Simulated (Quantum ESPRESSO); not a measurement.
Crystal: BeAl2P.

```
Be Al P
1.0
     3.14976    0.00000    0.00000
    -1.57488    2.72777    0.00000
     0.00000    0.00000    5.71947
Be Al P
1 2 1
Direct
  0.00000 0.00000 0.00000
  0.33333 0.66667 0.23500
  0.66667 0.33333 0.76500
  0.00000 0.00000 0.50000
```

The cell was built by a generator and needn't be a form met in nature.

```yaml
Program: Quantum ESPRESSO 7.5
Task: relaxation of cell and atoms
Functional: PBE
Potentials_or_basis: SPMS 1.0 PBE
Cutoff: 952 eV
Density_cutoff: 3810 eV
k_mesh: 8 × 8 × 4
Occupations: fermi-dirac, width 0.136 eV
Spin: no spin polarisation
```

At the start: pressure 31.8 GPa; volume 12.29 Å³/atom.

Where does the relaxation end?

Over 22 steps the energy falls by 518.3 meV/atom and the volume is 15.30 Å³/atom (+24.5 %); space group P-3m1 (No. 164, to 0.05 Å).

The path:
```tsv
step	energy change (eV)	largest force (eV/Å)	pressure (GPa)	volume (Å³)
1	0.0000	0.0784	31.78	49.14
2	-0.2393	0.1601	27.09	50.44
3	-1.0491	0.4566	7.62	58.22
4	-1.1896	0.5201	0.87	62.78
5	-1.2109	0.4910	-0.72	64.23
6	-1.2346	0.3856	-1.79	65.50
7	-1.2613	0.1128	-2.07	66.37
8	-1.2728	0.0830	-1.17	65.82
9	-1.2784	0.1366	-0.04	64.79
10	-1.2805	0.1363	0.30	64.45
11	-1.2909	0.1559	1.39	63.37
12	-1.3474	0.3122	4.92	60.12
13	-1.4032	0.0876	-2.98	66.35
14	-1.5857	0.1034	-1.07	63.49
15	-1.7709	0.0771	0.78	61.21
16	-1.9309	0.0695	2.72	59.36
17	-2.0072	0.3143	4.97	58.02
18	-2.0425	0.1096	3.46	58.85
19	-2.0696	0.0827	1.04	60.42
20	-2.0721	0.0696	0.34	60.92
21	-2.0730	0.0240	-0.02	61.19
22	-2.0731	0.0035	-0.02	61.20
```

Final structure:
```
CELL_PARAMETERS angstrom
3.83642 0.00000 0.00000
-1.91821 3.32243 0.00000
0.00000 0.00000 4.80119
ATOMIC_POSITIONS crystal
Be 0.00000 0.00000 0.00000
Al 0.33333 0.66667 0.19604
Al 0.66667 0.33333 0.80396
P 0.00000 0.00000 0.50000
```

Caveat: the volume moved by over 15 % at a fixed basis, so the end points are rough.
